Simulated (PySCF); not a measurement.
# [TbOF]+: other functionals and bases at one geometry

How far do other levels of theory move the description of [TbOF]+, and what does each cost? The structure is generated, not taken from experiment.

Computed with PySCF 2.14.0. Level: several levels, as the steps say, no spin–orbit coupling.

1 further run of the same task is left out (for a known fault of the program).

### Step 1. Where the work starts

3 atoms, charge 1, spin multiplicity 1.

Bond lengths: Tb1–O2 1.743 Å, Tb1–F3 1.914 Å. Angles: O2–Tb1–F3 103.4°.

Geometry (Å):

```xyz
3
charge 1, multiplicity 1
Tb    0.0228    0.0000   -0.3887
O     1.3766    0.0000    0.7099
F    -1.4949    0.0000    0.7771
```

Formal oxidation states: Tb +4. Each metal's 7 4f electrons lie in its core potential, so multiplicities, spins and levels count the valence alone. An earlier session relaxed this geometry at PBE0, Tb lcecp-2-SVP with ECP53, O def2-SVP, F def2-SVP (singlet, point group Cs).

At PBE0 on the finer grid: E = -217.917418 Eh, frontier levels not given, since the 4f levels lie in the core, Mulliken charge on Tb1 +1.56 e, largest force component 0.013 eV/Å. 

Levels to run: wB97X; M06-L; PBE0, TZVP. Hardware: 2 threads of Intel Xeon Platinum 8375C at 2.90GHz (Ice Lake), shared host.

### Step 2. wB97X

The input, run.py (the lines that set the calculation):

```python
mol = gto.M(atom='''
Tb     0.02279     0.00000    -0.38870
O      1.37659     0.00000     0.70986
F     -1.49490     0.00000     0.77713''',
    basis={'Tb': 'lcecp-2-SVP', 'O': 'def2-SVP', 'F': 'def2-SVP'},
    ecp={'Tb': 'lcecp-2-SVP'},
    charge=1, spin=0)
mf = dft.RKS(mol, xc='WB97X')
mf.grids.atom_grid = (75, 302)  # f atoms: unpruned, at least (60, 302)
mf = mf.density_fit()  # fitting sets: Tb AutoAux, O def2-universal-JKFIT, F def2-universal-JKFIT
mf.conv_tol = 1e-08; mf.max_cycle = 55
mf.kernel(dm0)  # dm0: the density of the relaxed state
```

Started as:

```
$ OMP_NUM_THREADS=2 python run.py
```

### Step 3. M06-L

Changes to run.py (the lines that set the calculation) since step 2:

```diff
@@ -7,3 +7,3 @@
     charge=1, spin=0)
-mf = dft.RKS(mol, xc='WB97X')
+mf = dft.RKS(mol, xc='M06L')
 mf.grids.atom_grid = (75, 302)  # f atoms: unpruned, at least (60, 302)
```

### Step 4. PBE0, TZVP

Basis: Tb lcecp-2-TZVP with ECP53, O def2-TZVP, F def2-TZVP. 

The input, run.py (the lines that set the calculation):

```python
mol = gto.M(atom='''
Tb     0.02279     0.00000    -0.38870
O      1.37659     0.00000     0.70986
F     -1.49490     0.00000     0.77713''',
    basis={'Tb': 'lcecp-2-TZVP', 'O': 'def2-TZVP', 'F': 'def2-TZVP'},
    ecp={'Tb': 'lcecp-2-TZVP'},
    charge=1, spin=0)
mf = dft.RKS(mol, xc='PBE0')
mf.grids.atom_grid = (75, 302)  # f atoms: unpruned, at least (60, 302)
mf = mf.density_fit()  # fitting sets: Tb AutoAux, O def2-universal-JKFIT, F def2-universal-JKFIT
mf.conv_tol = 1e-08; mf.max_cycle = 55
mf.kernel(dm0)  # dm0: free metal ions and neutral atoms
```

Q: Predict the outcome of this session. Wanted: for each run, charge on Tb1; dipole; largest force.

**Answer**, as computed:

| level | state | charge on Tb1 (e) | dipole (D) | largest force (eV/Å) | basis functions | time |
| --- | --- | --- | --- | --- | --- | --- |
| PBE0 (relaxed here) | singlet | 1.56 | 6.34 | 0.01 | 58 | 5.1 s |
| wB97X | singlet | 1.58 | 6.64 | 0.46 | 58 | 2.3 s |
| M06-L | singlet | 1.60 | 6.26 | 0.69 | 58 | 2.6 s |
| PBE0, TZVP | singlet | 1.80 | 6.45 | 0.14 | 109 | 5.5 s |

Times are on 2 threads of Intel Xeon Platinum 8375C at 2.90GHz (Ice Lake), shared host; the first row also made further properties. The dipole of a charged species depends on the origin, so these sizes hold for this origin alone.

The largest leftover force, 0.69 eV/Å with M06-L, stands at a geometry relaxed at another level. The Mulliken charge on Tb spans +1.56 to +1.80 e over the levels. With 4f in the core, its levels are missing from HOMO and gap. Total energies of different levels can't be compared. Spin–orbit coupling is left out throughout.
